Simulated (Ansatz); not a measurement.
Born–Oppenheimer molecular dynamics of a periodic cell of 36 atoms, Mg (start crystal Mg, start structure hcp, volume 1.15 times the crystal's). It starts from a structure without forces on its atoms.

Level of theory: Ansatz, DFT PBEsol, scalar-relativistic, plane waves, PAW. Settings: accuracy low, cutoff 420 eV, k mesh 1x1x1, fermi-dirac smearing 0.16 eV, no spin polarisation.

```
ensemble        : NVT, Nosé–Hoover chain
time step       : 3 fs
steps asked     : 300
set temperature : 1800 K
thermostat      : time constant 100 fs, chain length 5
seed            : 273228
```

Frames 6 fs apart, positions in Å.

Velocities at 780.0 fs (Å/ps):

```
Mg -7.08 -12.24 -12.52
Mg 7.16 -5.28 -8.87
Mg 4.66 -10.11 14.75
Mg -0.65 10.47 1.30
Mg -12.56 -9.63 4.82
Mg -5.79 3.93 2.88
Mg -0.61 -3.71 5.30
Mg -3.15 14.65 -2.74
Mg -5.96 14.62 2.40
Mg -11.68 -1.84 -14.54
Mg 6.91 0.35 -6.91
Mg 13.11 4.28 -3.18
Mg 8.08 1.44 -6.12
Mg 5.19 8.03 3.69
Mg -4.89 -12.71 16.31
Mg -2.01 -6.51 24.22
Mg -6.58 -3.49 -20.62
Mg 6.83 5.09 -4.40
Mg -1.45 -6.97 -0.98
Mg -0.12 -6.90 -9.04
Mg -8.03 3.36 12.99
Mg 9.49 8.01 -2.19
Mg 12.63 -3.97 -3.57
Mg -7.12 2.37 3.69
Mg -11.89 2.11 -13.06
Mg -0.51 -2.62 -13.06
Mg -3.28 12.74 -4.05
Mg 13.52 -1.26 -6.77
Mg -8.20 -5.62 2.08
Mg 3.12 5.82 -3.37
Mg 23.49 -4.50 0.69
Mg -4.18 -2.05 11.67
Mg 2.53 1.13 9.27
Mg -6.19 -0.39 1.37
Mg -1.20 6.33 1.24
Mg -3.59 -4.93 17.32
```

```xyz
36
Lattice="10.0892 0.0000 0.0000 -5.0446 8.7375 0.0000 0.0000 0.0000 10.9233" Properties=species:S:1:pos:R:3 time_fs=780.0 energy_less_start_eV=9.559 T=2088
Mg 0.989 -1.165 -0.769
Mg -0.388 0.639 1.474
Mg 0.399 -1.583 7.557
Mg -1.451 1.382 8.561
Mg -2.159 3.136 0.059
Mg -2.023 4.798 2.391
Mg -1.727 2.580 5.961
Mg -2.308 5.487 6.412
Mg -1.604 6.059 -1.202
Mg -3.380 6.791 1.501
Mg -1.324 7.432 3.821
Mg -2.901 9.474 7.481
Mg 4.062 0.234 -0.269
Mg 3.555 3.793 4.350
Mg 0.975 -0.072 4.670
Mg 3.068 3.305 8.634
Mg 0.833 2.668 -0.829
Mg 0.960 4.489 1.046
Mg 0.427 2.803 3.794
Mg 0.584 5.008 7.636
Mg 0.722 7.131 1.645
Mg -0.051 9.640 2.706
Mg 1.617 5.867 3.581
Mg 0.120 8.025 7.936
Mg 6.750 0.466 0.300
Mg 7.988 0.988 3.423
Mg 4.622 0.369 5.528
Mg 5.705 2.178 9.276
Mg 5.887 3.412 2.337
Mg 5.955 5.810 4.341
Mg 5.519 2.933 6.677
Mg 5.465 4.790 9.581
Mg 3.651 2.474 0.551
Mg 4.202 6.069 2.066
Mg 3.330 5.288 6.343
Mg 2.469 7.104 8.893
36
Lattice="10.0892 0.0000 0.0000 -5.0446 8.7375 0.0000 0.0000 0.0000 10.9233" Properties=species:S:1:pos:R:3 time_fs=786.0 energy_less_start_eV=9.805 T=2057
Mg 0.943 -1.229 -0.848
Mg -0.338 0.606 1.414
Mg 0.425 -1.645 7.639
Mg -1.455 1.442 8.573
Mg -2.232 3.079 0.089
Mg -2.044 4.821 2.413
Mg -1.730 2.558 5.991
Mg -2.325 5.578 6.399
Mg -1.639 6.145 -1.187
Mg -3.444 6.783 1.419
Mg -1.289 7.425 3.776
Mg -2.822 9.499 7.464
Mg 4.106 0.227 -0.310
Mg 3.588 3.832 4.363
Mg 0.946 -0.147 4.767
Mg 3.059 3.269 8.777
Mg 0.790 2.641 -0.956
Mg 1.002 4.518 1.022
Mg 0.419 2.762 3.787
Mg 0.582 4.964 7.582
Mg 0.667 7.155 1.717
Mg 0.003 9.688 2.693
Mg 1.694 5.838 3.571
Mg 0.073 8.040 7.960
Mg 6.685 0.482 0.220
Mg 7.979 0.973 3.347
Mg 4.604 0.453 5.504
Mg 5.787 2.164 9.236
Mg 5.835 3.380 2.348
Mg 5.972 5.843 4.321
Mg 5.658 2.911 6.678
Mg 5.440 4.782 9.653
Mg 3.662 2.496 0.613
Mg 4.158 6.066 2.071
Mg 3.324 5.333 6.358
Mg 2.453 7.071 9.000
36
Lattice="10.0892 0.0000 0.0000 -5.0446 8.7375 0.0000 0.0000 0.0000 10.9233" Properties=species:S:1:pos:R:3 time_fs=792.0 energy_less_start_eV=10.235 T=1985
Mg 0.889 -1.270 -0.930
Mg -0.277 0.571 1.343
Mg 0.446 -1.710 7.701
Mg -1.462 1.494 8.591
Mg -2.300 3.027 0.120
Mg -2.040 4.840 2.441
Mg -1.727 2.536 6.014
Mg -2.334 5.671 6.393
Mg -1.671 6.226 -1.170
Mg -3.496 6.781 1.350
Mg -1.267 7.403 3.726
Mg -2.745 9.520 7.451
Mg 4.136 0.197 -0.359
Mg 3.626 3.852 4.357
Mg 0.916 -0.218 4.864
Mg 3.059 3.241 8.914
Mg 0.740 2.602 -1.083
Mg 1.046 4.543 1.001
Mg 0.413 2.724 3.776
Mg 0.578 4.916 7.529
Mg 0.602 7.186 1.774
Mg 0.051 9.728 2.682
Mg 1.771 5.799 3.584
Mg 0.021 8.059 7.989
Mg 6.636 0.501 0.143
Mg 7.959 0.960 3.278
Mg 4.589 0.548 5.480
Mg 5.867 2.139 9.197
Mg 5.781 3.359 2.356
Mg 5.984 5.867 4.299
Mg 5.791 2.901 6.671
Mg 5.415 4.781 9.729
Mg 3.667 2.544 0.683
Mg 4.103 6.059 2.071
Mg 3.319 5.391 6.389
Mg 2.447 7.032 9.111
36
Lattice="10.0892 0.0000 0.0000 -5.0446 8.7375 0.0000 0.0000 0.0000 10.9233" Properties=species:S:1:pos:R:3 time_fs=798.0 energy_less_start_eV=10.846 T=1874
Mg 0.829 -1.283 -1.000
Mg -0.208 0.535 1.261
Mg 0.461 -1.779 7.730
Mg -1.472 1.536 8.614
Mg -2.357 2.983 0.155
Mg -2.015 4.856 2.474
Mg -1.714 2.517 6.028
Mg -2.335 5.767 6.393
Mg -1.700 6.298 -1.154
Mg -3.533 6.781 1.295
Mg -1.259 7.372 3.679
Mg -2.670 9.537 7.445
Mg 4.146 0.152 -0.411
Mg 3.669 3.853 4.337
Mg 0.888 -0.282 4.962
Mg 3.072 3.224 9.041
Mg 0.682 2.557 -1.205
Mg 1.091 4.561 0.978
Mg 0.409 2.688 3.763
Mg 0.573 4.865 7.478
Mg 0.531 7.222 1.815
Mg 0.089 9.757 2.673
Mg 1.844 5.753 3.617
Mg -0.032 8.078 8.017
Mg 6.606 0.518 0.075
Mg 7.931 0.948 3.213
Mg 4.577 0.650 5.456
Mg 5.939 2.108 9.158
Mg 5.732 3.357 2.361
Mg 5.990 5.882 4.273
Mg 5.912 2.903 6.657
Mg 5.390 4.783 9.811
Mg 3.665 2.609 0.758
Mg 4.041 6.050 2.064
Mg 3.315 5.459 6.431
Mg 2.450 6.987 9.225
36
Lattice="10.0892 0.0000 0.0000 -5.0446 8.7375 0.0000 0.0000 0.0000 10.9233" Properties=species:S:1:pos:R:3 time_fs=804.0 energy_less_start_eV=11.378 T=1779
Mg 0.765 -1.263 -1.049
Mg -0.135 0.499 1.173
Mg 0.467 -1.854 7.719
Mg -1.489 1.565 8.640
Mg -2.405 2.949 0.197
Mg -1.972 4.868 2.507
Mg -1.686 2.498 6.030
Mg -2.327 5.864 6.399
Mg -1.727 6.359 -1.139
Mg -3.557 6.780 1.254
Mg -1.269 7.337 3.641
Mg -2.599 9.549 7.445
Mg 4.134 0.103 -0.463
Mg 3.716 3.836 4.308
Mg 0.861 -0.337 5.059
Mg 3.097 3.215 9.157
Mg 0.623 2.508 -1.318
Mg 1.137 4.573 0.954
Mg 0.408 2.654 3.747
Mg 0.565 4.811 7.428
Mg 0.464 7.257 1.839
Mg 0.115 9.769 2.666
Mg 1.905 5.704 3.665
Mg -0.084 8.097 8.041
Mg 6.596 0.525 0.022
Mg 7.899 0.939 3.151
Mg 4.566 0.757 5.430
Mg 5.997 2.077 9.115
Mg 5.694 3.381 2.364
Mg 5.989 5.885 4.243
Mg 6.016 2.920 6.636
Mg 5.366 4.784 9.899
Mg 3.656 2.683 0.837
Mg 3.975 6.040 2.047
Mg 3.313 5.533 6.482
Mg 2.458 6.936 9.339
36
Lattice="10.0892 0.0000 0.0000 -5.0446 8.7375 0.0000 0.0000 0.0000 10.9233" Properties=species:S:1:pos:R:3 time_fs=810.0 energy_less_start_eV=11.561 T=1761
Mg 0.698 -1.210 -1.072
Mg -0.061 0.467 1.081
Mg 0.466 -1.936 7.667
Mg -1.517 1.578 8.666
Mg -2.440 2.927 0.244
Mg -1.915 4.873 2.540
Mg -1.637 2.479 6.021
Mg -2.310 5.963 6.408
Mg -1.754 6.403 -1.127
Mg -3.566 6.774 1.228
Mg -1.298 7.305 3.620
Mg -2.534 9.556 7.452
Mg 4.099 0.061 -0.505
Mg 3.766 3.805 4.277
Mg 0.835 -0.382 5.157
Mg 3.131 3.215 9.261
Mg 0.569 2.461 -1.420
Mg 1.184 4.581 0.928
Mg 0.410 2.622 3.728
Mg 0.555 4.754 7.381
Mg 0.406 7.286 1.842
Mg 0.126 9.766 2.660
Mg 1.951 5.656 3.726
Mg -0.128 8.114 8.056
Mg 6.606 0.518 -0.013
Mg 7.867 0.931 3.092
Mg 4.558 0.864 5.402
Mg 6.036 2.049 9.066
Mg 5.674 3.434 2.366
Mg 5.982 5.875 4.207
Mg 6.099 2.953 6.611
Mg 5.345 4.784 9.993
Mg 3.639 2.761 0.917
Mg 3.910 6.028 2.020
Mg 3.312 5.609 6.535
Mg 2.472 6.879 9.452
```

Of the whole run (900 fs, mean temperature of the second half 1934 K): The conserved energy stayed within 0.61 meV per atom of its start (net change 0.44 meV per atom), so the integration is sound. A run of 0.9 ps of so small a system gives no equilibrium averages. Limits of this set-up: coarse k mesh, low accuracy level.

The run took 14 min on 4 threads of Arm Neoverse V2, with other jobs on the host, peak memory 0.99 GiB.
